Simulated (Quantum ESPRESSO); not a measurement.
# Zn in Quantum ESPRESSO: a series of runs

Aim: see how the results for Zn move with the level of theory and the settings. Levels: optB88-vdW, revPBE+D3(BJ). Tasks: work function.

Everything below comes from runs of Quantum ESPRESSO 7.5. Logs are shortened: lines on timing, memory, paths and dates and some standing lists are left out, and cuts for length are marked.

### 1 The structure

The cell holds a slab with vacuum, 7 atoms: a = 2.665 Å, b = 2.665 Å, c = 29.840 Å, α = 90.00°, β = 90.00°, γ = 120.00°.

The slab is cut from a database's or a generator's crystal, which needn't be the stable form of the element.

### 2 Work function, optB88-vdW

pw.in reads:

```
&CONTROL
  calculation = 'scf'
  prefix = 'pwscf'
  outdir = './tmp'
  pseudo_dir = './pseudo'
  tprnfor = .true.
  disk_io = 'low'
/
&SYSTEM
  ibrav = 0
  celldm(1) = 8
  nat = 7
  ntyp = 1
  ecutwfc = 84
  nbnd = 88
  input_dft = 'vdw-df-obk8'
  occupations = 'smearing'
  smearing = 'mp'
  degauss = 0.00367493
/
&ELECTRONS
  conv_thr = 7d-09
  electron_maxstep = 150
  mixing_beta = 0.3
  mixing_mode = 'local-TF'
/
ATOMIC_SPECIES
Zn    65.3800 Zn.upf
CELL_PARAMETERS alat
  0.6294673122426   0.0000000000000   0.0000000000000
 -0.3147336561267   0.5451346832571   0.0000000000000
  0.0000000000000   0.0000000000000   7.0487020664307
ATOMIC_POSITIONS crystal
Zn     0.6666666667    0.3333333334    0.2513396403
Zn     0.3333333333    0.6666666666    0.3342264269
Zn     0.6666666667    0.3333333334    0.4171132134
Zn     0.3333333333    0.6666666666    0.5000000000
Zn     0.6666666667    0.3333333334    0.5828867866
Zn     0.3333333333    0.6666666666    0.6657735731
Zn     0.6666666667    0.3333333334    0.7486603597
K_POINTS automatic
11 11 1 0 0 0
```

pp_density.in reads:

```
&INPUTPP
  prefix = 'pwscf'
  outdir = './tmp'
  filplot = 'density.dat'
  plot_num = 0
/
&PLOT
  nfile = 1
  filepp(1) = 'density.dat'
  iflag = 3
  output_format = 6
  fileout = 'density.cube'
/
```

pp_potential.in reads:

```
&INPUTPP
  prefix = 'pwscf'
  outdir = './tmp'
  filplot = 'potential.dat'
  plot_num = 11
/
&PLOT
  nfile = 1
  filepp(1) = 'potential.dat'
  iflag = 3
  output_format = 6
  fileout = 'potential.cube'
/
```

pp_elf.in reads:

```
&INPUTPP
  prefix = 'pwscf'
  outdir = './tmp'
  filplot = 'elf.dat'
  plot_num = 8
/
&PLOT
  nfile = 1
  filepp(1) = 'elf.dat'
  iflag = 3
  output_format = 6
  fileout = 'elf.cube'
/
```

Potentials or basis: Ansatz NC SR PBE.

On the command line:

```sh
$ OMP_NUM_THREADS=1 mpirun -n 2 pw.x -nk 2 -in pw.in > pw.out
$ OMP_NUM_THREADS=1 mpirun -n 1 pp.x -in pp_density.in > pp_density.out
$ OMP_NUM_THREADS=1 mpirun -n 1 pp.x -in pp_potential.in > pp_potential.out
$ OMP_NUM_THREADS=1 mpirun -n 1 pp.x -in pp_elf.in > pp_elf.out
```

pw.out:

```text
[... set-up lines left out ...]
     Self-consistent Calculation

     iteration #  1     ecut=    84.00 Ry     beta= 0.30
     Davidson diagonalization with overlap
     ethr =  1.00E-02,  avg # of iterations =  6.0

     Threshold (ethr) on eigenvalues was too large:
     Diagonalizing with lowered threshold

     Davidson diagonalization with overlap
     ethr =  1.66E-04,  avg # of iterations =  2.2

     negative rho (up, down):  1.521E-06 0.000E+00

     total energy              =   -2927.89443492 Ry
     estimated scf accuracy    <       0.24734576 Ry

     iteration #  2     ecut=    84.00 Ry     beta= 0.30
     Davidson diagonalization with overlap
     ethr =  1.77E-04,  avg # of iterations =  1.1

     negative rho (up, down):  4.840E-06 0.000E+00

     total energy              =   -2927.83231304 Ry
     estimated scf accuracy    <       0.12191069 Ry

     iteration #  3     ecut=    84.00 Ry     beta= 0.30
     Davidson diagonalization with overlap
     ethr =  8.71E-05,  avg # of iterations =  2.8

     negative rho (up, down):  5.463E-06 0.000E+00

     total energy              =   -2927.86285453 Ry
     estimated scf accuracy    <       0.00464175 Ry

     iteration #  4     ecut=    84.00 Ry     beta= 0.30
     Davidson diagonalization with overlap
     ethr =  3.32E-06,  avg # of iterations =  8.0
[... 100 lines left out ...]
     iteration # 17     ecut=    84.00 Ry     beta= 0.30
     Davidson diagonalization with overlap
     ethr =  3.70E-10,  avg # of iterations =  2.0

     negative rho (up, down):  3.374E-06 0.000E+00

     total energy              =   -2927.86153693 Ry
     estimated scf accuracy    <       0.00000002 Ry

     iteration # 18     ecut=    84.00 Ry     beta= 0.30
     Davidson diagonalization with overlap
     ethr =  1.18E-11,  avg # of iterations =  2.8

     negative rho (up, down):  1.605E-06 0.000E+00

     total energy              =   -2927.86153688 Ry
     estimated scf accuracy    <       0.00000002 Ry

     iteration # 19     ecut=    84.00 Ry     beta= 0.30
     Davidson diagonalization with overlap
     ethr =  1.18E-11,  avg # of iterations =  2.1

     End of self-consistent calculation

          k = 0.0000 0.0000 0.0000 ( 16215 PWs)   bands (ev):

  -119.7092-119.7092-119.6721-119.6558-119.6558-119.5943-119.5943 -73.8974
   -73.8973 -73.8910 -73.8910 -73.8910 -73.8910 -73.8629 -73.8534 -73.8534
   -73.8457 -73.8446 -73.8364 -73.8364 -73.8364 -73.8364 -73.7811 -73.7811
   -73.7747 -73.7747 -73.7747 -73.7747  -3.4908  -3.1853  -2.7123  -2.1999
    -1.9180  -1.8361  -1.8253  -1.1210  -1.0989  -0.9981  -0.9337  -0.9337
    -0.9331  -0.9331  -0.9039  -0.9039  -0.8789  -0.8789  -0.8599  -0.8599
    -0.8036  -0.8036  -0.8034  -0.8034  -0.6794  -0.5062  -0.5062  -0.4806
    -0.4806  -0.4291  -0.4291  -0.3590  -0.3590  -0.3177  -0.3177  -0.2920
    -0.2920  -0.2900  -0.2900   0.0417   1.1628   2.6085   3.9880   5.8398
     7.6847   9.3548  10.3897  10.8229  12.1112  12.2397  14.1639  14.4640
    16.6556  17.1300  19.2698  20.2989  23.0014  24.0460  24.0460  24.3464

          k = 0.0000 0.1668 0.0000 ( 16197 PWs)   bands (ev):

  -119.7090-119.7090-119.6719-119.6556-119.6556-119.5941-119.5941 -73.8971
   -73.8971 -73.8933 -73.8933 -73.8916 -73.8916 -73.8626 -73.8557 -73.8540
   -73.8455 -73.8445 -73.8387 -73.8387 -73.8370 -73.8370 -73.7808 -73.7808
   -73.7770 -73.7770 -73.7753 -73.7753  -3.2471  -2.9455  -2.4836  -2.0038
    -1.7711  -1.7130  -1.7125  -1.1000  -1.0838  -1.0073  -0.9622  -0.9597
    -0.9295  -0.9180  -0.8881  -0.8778  -0.8772  -0.8479  -0.8333  -0.8313
    -0.8247  -0.8054  -0.7774  -0.7490  -0.7487  -0.5787  -0.5548  -0.5261
    -0.4961  -0.4587  -0.4473  -0.4403  -0.3879  -0.3660  -0.3447  -0.3206
    -0.2960  -0.2920  -0.2446   0.3215   1.4000   2.7955   4.3171   6.0896
     7.9192   9.5812  10.6212  11.0575  12.3451  12.4671  14.3981  14.6875
    16.8891  17.3491  19.5100  20.4767  20.8587  21.1524  21.6914  22.4017

          k = 0.0000 0.3335 0.0000 ( 16123 PWs)   bands (ev):
[... 169 lines left out ...]
  -119.7064-119.7064-119.6693-119.6530-119.6530-119.5915-119.5915 -73.9145
   -73.9145 -73.9058 -73.9058 -73.8940 -73.8940 -73.8770 -73.8683 -73.8611
   -73.8598 -73.8576 -73.8512 -73.8511 -73.8426 -73.8425 -73.7981 -73.7981
   -73.7895 -73.7895 -73.7779 -73.7779  -1.2666  -1.2643  -1.2491  -1.2074
    -1.1821  -1.1635  -1.1314  -1.1212  -1.0937  -1.0282  -1.0209  -1.0121
    -0.9596  -0.9307  -0.8937  -0.8767  -0.8092  -0.7987  -0.7813  -0.7583
    -0.7081  -0.6731  -0.6428  -0.6427  -0.6373  -0.5713  -0.5193  -0.5033
    -0.4632  -0.4411  -0.3485  -0.2678  -0.2439  -0.2347  -0.2311   3.7613
     4.0591   4.5753   5.3177   6.2334   7.2835   8.2784   9.0419   9.2450
     9.2545   9.5765   9.7660  10.1135  10.5157  10.7862  11.0079  11.4460
    11.5754  12.3233  12.4421  12.7467  13.8300  14.0023  14.2260  15.6781

          k = 0.4333 0.9172 0.0000 ( 16042 PWs)   bands (ev):

  -119.7062-119.7062-119.6691-119.6528-119.6528-119.5914-119.5914 -73.9138
   -73.9138 -73.9084 -73.9084 -73.8938 -73.8938 -73.8763 -73.8709 -73.8606
   -73.8592 -73.8574 -73.8538 -73.8534 -73.8425 -73.8424 -73.7974 -73.7974
   -73.7920 -73.7920 -73.7778 -73.7778  -1.2496  -1.2368  -1.2108  -1.1678
    -1.1470  -1.1400  -1.0995  -1.0961  -1.0679  -1.0397  -1.0373  -0.9884
    -0.9388  -0.9290  -0.8956  -0.8948  -0.8252  -0.8171  -0.7872  -0.7763
    -0.6884  -0.6602  -0.6600  -0.6416  -0.6151  -0.5767  -0.5286  -0.4827
    -0.4127  -0.3865  -0.3468  -0.3372  -0.3273  -0.3045  -0.3044   6.1374
     6.1740   6.3986   6.5017   6.8217   7.0840   7.4104   8.1727   8.7010
     8.8197   8.8313   9.1093   9.7169   9.7594   9.8684  10.4589  10.6794
    11.0955  11.3761  12.3259  12.7331  13.4158  13.9876  14.2671  15.3298

     the Fermi energy is     6.6783 ev

!    total energy              =   -2927.86153692 Ry
     estimated scf accuracy    <          2.6E-10 Ry
     smearing contrib. (-TS)   =      -0.00003131 Ry
     internal energy E=F+TS    =   -2927.86150561 Ry

     The total energy is F=E-TS. E is the sum of the following terms:
     one-electron contribution =  -20880.44328484 Ry
     hartree contribution      =   10440.84245740 Ry
     xc contribution           =    -315.57472334 Ry
     ewald contribution        =    7827.31404517 Ry

     convergence has been achieved in  19 iterations

     Forces acting on atoms (cartesian axes, Ry/au):

     atom    1 type  1   force =     0.00000000    0.00000000   -0.00280021
     atom    2 type  1   force =     0.00000000    0.00000000    0.00585981
     atom    3 type  1   force =     0.00000000    0.00000000   -0.00366266
     atom    4 type  1   force =     0.00000000    0.00000000    0.00000000
     atom    5 type  1   force =     0.00000000   -0.00000000    0.00366266
     atom    6 type  1   force =    -0.00000000   -0.00000000   -0.00585981
     atom    7 type  1   force =     0.00000000   -0.00000000    0.00280021

     Total force =     0.010545     Total SCF correction =     0.000093

=------------------------------------------------------------------------------=
   JOB DONE.
=------------------------------------------------------------------------------=
```

pp_density.out:

```text
This program is part of the open-source Quantum ESPRESSO suite
     for quantum simulation of materials; please cite
         "P. Giannozzi et al., J. Phys.:Condens. Matter 21 395502 (2009);
         "P. Giannozzi et al., J. Phys.:Condens. Matter 29 465901 (2017);
         "P. Giannozzi et al., J. Chem. Phys. 152 154105 (2020);
     in publications or presentations arising from this work. More details at

[... 48 lines left out ...]
     Writing data to file  density.dat
     Reading data from file  density.dat

     Writing data to be plotted to file density.cube
     Plot Type: 3D                     Output format: Gaussian cube

=------------------------------------------------------------------------------=
   JOB DONE.
=------------------------------------------------------------------------------=
```

pp_potential.out:

```text
This program is part of the open-source Quantum ESPRESSO suite
     for quantum simulation of materials; please cite
         "P. Giannozzi et al., J. Phys.:Condens. Matter 21 395502 (2009);
         "P. Giannozzi et al., J. Phys.:Condens. Matter 29 465901 (2017);
         "P. Giannozzi et al., J. Chem. Phys. 152 154105 (2020);
     in publications or presentations arising from this work. More details at

[... 47 lines left out ...]
     Writing data to file  potential.dat
     Reading data from file  potential.dat

     Writing data to be plotted to file potential.cube
     Plot Type: 3D                     Output format: Gaussian cube

=------------------------------------------------------------------------------=
   JOB DONE.
=------------------------------------------------------------------------------=
```

Wall time 11 min (2 MPI ranks of Arm Neoverse V2, shared host); peak memory 1.2 GiB.

Results:

* Free energy: -39835.5856 eV
* Largest force: 0.151 eV/Å
* Band gap on the k mesh: none (metal or under the smearing width)
* Work function of the upper face: 4.42 eV
* Work function of the lower face: 4.42 eV

Forces on the atoms (eV/Å):
```
Zn   0.000  0.000 -0.072
Zn   0.000  0.000  0.151
Zn   0.000  0.000 -0.094
Zn   0.000  0.000  0.000
Zn   0.000  0.000  0.094
Zn   0.000  0.000 -0.151
Zn   0.000  0.000  0.072
```

Levels at points of the mesh, in eV from the Fermi level:
| k point | band 66 | band 67 | band 68 | band 69 | band 70 | band 71 | band 72 | band 73 | band 74 | band 75 |
| --- | --- | --- | --- | --- | --- | --- | --- | --- | --- | --- |
| (0.00, 0.00, 0.00) | -6.97 | -6.97 | -6.64 | -5.52 | -4.07 | -2.69 | -0.84 | 1.01 | 2.68 | 3.71 |

Caveat: the potentials were made for another functional, which shifts forces and pressure.

### 3 Work function, revPBE+D3(BJ)

pw.in, as its differences from that of step 2:

```diff
@@ -7,2 +7,4 @@
   disk_io = 'low'
+  tefield = .true.
+  dipfield = .true.
 /
@@ -13,8 +15,15 @@
   ntyp = 1
-  ecutwfc = 84
+  ecutwfc = 50
+  ecutrho = 250
   nbnd = 88
-  input_dft = 'vdw-df-obk8'
+  input_dft = 'revpbe'
   occupations = 'smearing'
   smearing = 'mp'
-  degauss = 0.00367493
+  degauss = 0.01469973
+  vdw_corr = 'grimme-d3'
+  dftd3_version = 4
+  edir = 3
+  emaxpos = 0.9832
+  eopreg = 0.0335
+  eamp = 0
 /
@@ -25,5 +34,6 @@
   mixing_mode = 'local-TF'
+  tqr = .true.
 /
 ATOMIC_SPECIES
-Zn    65.3800 Zn.upf
+Zn    65.3800 zn_pbe_v1.uspp.F.UPF
 CELL_PARAMETERS alat
```

pp_density.in is that of step 2.

pp_potential.in is that of step 2.

Potentials or basis: GBRV 1.5 PBE.

On the command line:

```sh
$ OMP_NUM_THREADS=1 mpirun -n 2 pw.x -nk 2 -in pw.in > pw.out
$ OMP_NUM_THREADS=1 mpirun -n 1 pp.x -in pp_density.in > pp_density.out
$ OMP_NUM_THREADS=1 mpirun -n 1 pp.x -in pp_potential.in > pp_potential.out
```

pw.out:

```text
This program is part of the open-source Quantum ESPRESSO suite
     for quantum simulation of materials; please cite
         "P. Giannozzi et al., J. Phys.:Condens. Matter 21 395502 (2009);
         "P. Giannozzi et al., J. Phys.:Condens. Matter 29 465901 (2017);
         "P. Giannozzi et al., J. Chem. Phys. 152 154105 (2020);
     in publications or presentations arising from this work. More details at

     Presently no symmetry can be used with electric field

     IMPORTANT: XC functional enforced from input :
     Exchange-correlation= REVPBE
                           (   1   4   4   4   0   0   0)
     Any further DFT definition will be discarded
     Please, verify this is what you really want

     K-points division:     npool     =       2
     Subspace diagonalization in iterative solution of the eigenvalue problem:
     a serial algorithm will be used

     G-vector sticks info
     --------------------
     sticks:   dense  smooth     PW     G-vecs:    dense   smooth      PW
[... 1248 lines left out ...]
     1.9841   2.4829   3.2245   4.1496   5.2098   6.1711   7.5776   7.6959
     8.1607   8.7898   9.0022   9.6149  10.4220  10.7373  12.2514  12.3503
    13.6973  14.4035  14.6475  14.6737  14.7018  15.0078  15.5175  15.6882

     the Fermi energy is     6.1503 ev

!    total energy              =   -3231.65797554 Ry
     estimated scf accuracy    <          6.2E-09 Ry
     smearing contrib. (-TS)   =      -0.00122190 Ry
     internal energy E=F+TS    =   -3231.65675364 Ry

     The total energy is F=E-TS. E is the sum of the following terms:
     one-electron contribution =  -21554.16886581 Ry
     hartree contribution      =   10791.31178955 Ry
     xc contribution           =    -295.77363897 Ry
     ewald contribution        =    7827.31404517 Ry
     DFT-D3 Dispersion         =      -0.34008357 Ry
     electric field correction =       0.00000000 Ry

     convergence has been achieved in  12 iterations

     Forces acting on atoms (cartesian axes, Ry/au):

     atom    1 type  1   force =     0.00000026    0.00000022    0.00408480
     atom    2 type  1   force =     0.00000008   -0.00000007    0.00876782
     atom    3 type  1   force =     0.00000002    0.00000011   -0.00368296
     atom    4 type  1   force =    -0.00000002   -0.00000018   -0.00003254
     atom    5 type  1   force =    -0.00000029   -0.00000006    0.00362969
     atom    6 type  1   force =     0.00000016    0.00000004   -0.00876208
     atom    7 type  1   force =    -0.00000020   -0.00000007   -0.00400473

     Total force =     0.014598     Total SCF correction =     0.000468

=------------------------------------------------------------------------------=
   JOB DONE.
=------------------------------------------------------------------------------=
```

It took 8 min on 2 MPI ranks of Arm Neoverse V2, shared host; peak memory 1 GiB.

Results:

| Quantity | Value |
| --- | --- |
| Free energy | -43968.9467 eV |
| Largest force | 0.225 eV/Å |
| Band gap on the k mesh | none (metal or under the smearing width) |
| Dipole across the slab | 0.00 D |
| Work function of the upper face | 4.03 eV |
| Work function of the lower face | 4.03 eV |

Forces in eV/Å, atoms in the order of the input:
```
Zn   0.000  0.000  0.105
Zn   0.000  0.000  0.225
Zn   0.000  0.000 -0.095
Zn   0.000  0.000 -0.001
Zn   0.000  0.000  0.093
Zn   0.000  0.000 -0.225
Zn   0.000  0.000 -0.103
```

Levels at points of the mesh, in eV from the Fermi level:
| k point | band 68 | band 69 | band 70 | band 71 | band 72 | band 73 |
| --- | --- | --- | --- | --- | --- | --- |
| (0.00, 0.00, 0.00) | -6.61 | -5.49 | -3.99 | -2.77 | -0.81 | 1.06 |

Caveat: the potentials were made for another functional, which shifts forces and pressure; real space augmentation costs some meV and hundredths of eV per Å.
